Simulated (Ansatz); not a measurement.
**ClI: interaction energy of a dimer with the counterpoise correction, by script**

How strongly do two molecules of ClI bind, and how much of that is basis error? Aim: the interaction energy of a dimer with the counterpoise correction, for ClI, run from a script.

Program: Ansatz 0.2.0 through its Python package. Level of theory: MP2/def2-SVPD. These are calculated values, not measurements.

## 1. The system

Bond lengths: I1–Cl2 2.280 Å.

No structure file is read: the coordinates are typed or built in the script.

## 2. Script

The input, dimer_cli.py:

```python
"""Interaction energy of two ClI molecules, with the counterpoise correction."""

import ansatz as az

BASIS = "def2-SVPD"
LEVEL = "mp2"

FIRST = [
    ("I", (0.0, 0.0, -1.14)),
    ("Cl", (0.0, 0.0, 1.14)),
]
SECOND = [
    ("I", (-3.3301, -0.0622, 2.8494)),
    ("Cl", (-3.6822, -1.6928, 4.4036)),
]

def energy(atoms, ghosts=()):
    molecule = az.Crystal.molecule()
    for symbol, xyz in atoms:
        molecule = molecule.atom(symbol, xyz)
    calc = (
        molecule.calculation()
        .basis(gaussian=BASIS)
        .correlation(LEVEL)
    )
    deck = calc.input()
    if ghosts:
        deck = deck.set(az.key.basis.gaussian.ghost_atoms, [{"symbol": s, "position_ang": list(xyz)} for s, xyz in ghosts])
    return az.Session.from_dict(deck).plan().execute().report["free_energy_ev"]


def main() -> None:
    # monomers in their own basis and in the basis of the dimer
    both = energy(FIRST + SECOND)
    alone = energy(FIRST) + energy(SECOND)
    ghosted = energy(FIRST, SECOND) + energy(SECOND, FIRST)
    print(f"dimer {both:.6f} eV")
    print(f"interaction, uncorrected   {96.485332 * (both - alone):8.3f} kJ/mol")
    print(f"interaction, counterpoise  {96.485332 * (both - ghosted):8.3f} kJ/mol")
    print(f"basis-set superposition    {96.485332 * (alone - ghosted):8.3f} kJ/mol")


if __name__ == "__main__":
    main()
```

## 3. The run

Launch:

```sh
> python dimer_cli.py
```

**Question.** How large is the interaction at this pose, and how much of it is basis-set superposition?

The runs gave:

| quantity | value |
| --- | --- |
| interaction energy, uncorrected | -6.982 kJ/mol |
| interaction energy, counterpoise | -0.776 kJ/mol |
| runs compared | 5 |

What this shows: The counterpoise correction takes away 89 % of the apparent binding. Uncorrected it is -6.982 kJ/mol, with the counterpoise correction -0.776 kJ/mol; the difference, 6.21 kJ/mol, is the superposition error. Notes:
- The dimer is a generated trial pose of unrelaxed monomers, not a minimum, so the figure is no binding energy, and the basis set is small.
- def2 sets replace the cores of elements past krypton by effective core potentials.
- The spin state was assumed, and another may lie lower.
